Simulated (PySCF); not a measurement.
# C42H22: the cost of one run

Computed with PySCF 2.14.0 and routines of our own; the level stands in each step. Atoms count from 0.

## Step 1: The system as given

64 atoms, charge 0, multiplicity 1; geometry from: GFN2-xTB.

## Step 2: Electronic excitations: TDA HSE06/6-31G* in acetonitrile

The job: settings as JSON, then the geometry in Å.

```
{"job": {"kind": "uv", "basis": "6-31G*", "grid": 1, "kgrid": 0, "vcut": null, "nstates": 5, "ntriplets": 2, "tda": true, "delta": ["ip_vertical"], "pop": false, "xc": "HSE06", "solvent": "acetonitrile", "scf": {"aux": "def2-universal-jkfit"}}, "charge": 0, "multiplicity": 1}
C      3.105578    -4.864012     0.209035
C      1.969927    -4.737999    -0.621745
C      1.388747    -3.522957    -0.814672
C      1.900345    -2.363516    -0.179198
C      1.310797    -1.115673    -0.345919
C      1.774917     0.017229     0.315894
C      2.973190    -0.095836     1.099738
C      3.569605    -1.351410     1.260226
C      3.048531    -2.490288     0.664586
C      3.630112    -3.774694     0.831768
C      3.523377     1.055471     1.679046
C      3.016947     2.315878     1.399037
C      3.621584     3.491211     1.909014
C      3.106355     4.718454     1.615450
C      1.996372     4.845238     0.766868
C      1.361177     3.738517     0.243577
C      0.263784     3.827886    -0.708356
C     -0.075531     5.017411    -1.341597
C     -1.166848     5.084193    -2.192353
C     -1.943106     3.970493    -2.426615
C     -1.629215     2.744318    -1.835093
C     -2.403641     1.547439    -2.069478
C     -3.327319     1.448138    -3.112453
C     -4.086685     0.310473    -3.269878
C     -3.944669    -0.756623    -2.397193
C     -3.023584    -0.720724    -1.357491
C     -2.834854    -1.849522    -0.453666
C     -3.483915    -3.061980    -0.619505
C     -3.356987    -4.090140     0.315590
C     -2.610078    -3.914022     1.448498
C     -1.919115    -2.705047     1.661068
C     -1.164566    -2.484461     2.829178
C     -0.544287    -1.280807     3.036911
C     -0.578332    -0.293810     2.056417
C     -1.229534    -0.503522     0.851773
C     -1.995226    -1.683631     0.679080
C     -1.196235     0.474282    -0.217025
C     -2.234170     0.446998    -1.194884
C     -0.195237     1.443705    -0.320580
C     -0.508293     2.672642    -0.978124
C      1.134179     1.290923     0.217250
C      1.831859     2.440914     0.605240
H      3.551431    -5.839112     0.343000
H      1.568867    -5.620100    -1.099550
H      0.515515    -3.420333    -1.443508
H      0.477890    -1.035798    -1.028594
H      4.477393    -1.425987     1.843046
H      4.498024    -3.867034     1.469317
H      4.375268     0.960917     2.337730
H      4.500858     3.389054     2.528381
H      3.563326     5.611947     2.016175
H      1.649317     5.839025     0.530856
H      0.508622     5.908495    -1.175180
H     -1.417905     6.022514    -2.665298
H     -2.809982     4.059339    -3.061535
H     -3.439324     2.256443    -3.817620
H     -4.797721     0.244868    -4.080700
H     -4.562841    -1.626661    -2.549549
H     -4.111777    -3.237939    -1.478859
H     -3.876013    -5.022498     0.145000
H     -2.542784    -4.691928     2.195265
H     -1.102896    -3.272359     3.565125
H     -0.007615    -1.093232     3.954985
H     -0.078173     0.644950     2.240186
```

With the program's defaults for keys left out, this is: TDA HSE06/6-31G*, vertical, IEF-PCM acetonitrile (non-equilibrium linear response), core orbitals frozen in the response.

The run is started by

```sh
$ OMP_NUM_THREADS=4 python large_run.py task.json out
```

One launch serves the whole session: the jobs run in the order shown.

Q: Estimate the wall time and peak memory of this first job on 4 threads of Arm Neoverse V1, shared host.

About 4.9 min, with a peak of 3.2 GiB.
